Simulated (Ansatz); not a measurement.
Crystal: WAu.

```
W Au
1.0
     0.00000    2.90921    2.90921
     2.90921    0.00000    2.90921
     2.90921    2.90921    0.00000
W Au
1 1
Direct
  0.00000 0.00000 0.00000
  0.75000 0.75000 0.75000
```

The cell was built by a generator and needn't be a form met in nature.

Base run:

```yaml
Program: Ansatz 0.2.0
Functional: r2SCAN
Potentials_or_basis: Ansatz PAW
Cutoff: "500 eV (not typed: the program's choice for these potentials)"
k_mesh: 8 × 8 × 8
Occupations: fermi-dirac, width 0.05 eV
Spin: no spin polarisation
```

Its results: band gap on the k mesh none (metal or under the smearing width); pressure -3.3 GPa.

Problem. After a change of settings the same cell gave: band gap on the k mesh none (metal or under the smearing width); pressure 0.0 GPa. Which change was it?
A. functional from r2SCAN to PBE; cutoff from 500 eV (not typed: the program's choice for these potentials) to 420 eV (not typed: the program's choice for these potentials)
B. hubbard terms from none to Au d U = 3 eV, W d U = 3 eV; hubbard projectors from none to ortho-atomic (the default)
C. functional from r2SCAN to PBEsol; cutoff from 500 eV (not typed: the program's choice for these potentials) to 420 eV (not typed: the program's choice for these potentials); k mesh from 8 × 8 × 8 to 6 × 6 × 6

Solution. A.

Caveats: the PAW data sets come from PBE, with cores solved anew for the run's functional, which leaves a small shift of forces and pressure (some runs); spin-orbit coupling is left out, which moves the levels of the heavy elements (some runs).
